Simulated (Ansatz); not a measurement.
The system is NiMoIrPdW.

```xyz
10
Lattice="2.7708 0.0000 0.0000 -1.3854 2.3996 0.0000 0.0000 0.0000 22.0196" Properties=species:S:1:pos:R:3 pbc="T T T"
Ni    0.0000    1.5998   18.7345
Ni    1.3854    0.7999    3.2851
Mo    1.3854    0.7999   16.7479
Mo    0.0000    1.5998    5.2717
Pd    0.0000    1.5998    1.1734
Pd    1.3854    0.7999   20.8462
Ir    0.0000    1.5998   14.4948
Ir    1.3854    0.7999    7.5248
W     0.0000    1.5998    9.7807
W     1.3854    0.7999   12.2389
```

The cell was built by a generator and needn't be a form met in nature.

Base run:

| Item | Value |
| --- | --- |
| Program | Ansatz 0.2.0 |
| Functional | revPBE |
| Potentials or basis | Ansatz PAW |
| Cutoff | 420 eV |
| Density cutoff | 1680 eV |
| k mesh | 11 × 11 × 2 |
| Occupations | fermi-dirac, width 0.05 eV |
| Spin | collinear spin, ferromagnetic start |
| Starting moments | [1.0, 1.0, 1.0, 1.0, 0.0, 0.0, 0.6, 0.6, 0.0, 0.0] μB |

Its results: band gap on the k mesh none (metal or under the smearing width); pressure 3.0 GPa; net moment 0.00 μB per cell; largest force 0.110 eV/Å.

Task: The run is repeated on the same cell with these changes: functional from revPBE to LDA. What comes out?

Result: Band gap on the k mesh none (metal or under the smearing width); pressure -14.5 GPa; net moment 0.00 μB per cell; largest force 0.231 eV/Å.

LDA binds more tightly than revPBE, so the same cell stands under less pressure.

Caveats: the PAW data sets come from PBE, with cores solved anew for the run's functional, which leaves a small shift of forces and pressure; the potentials were made for another functional, which shifts forces and pressure (some runs).

Not every run made on this cell is shown here.
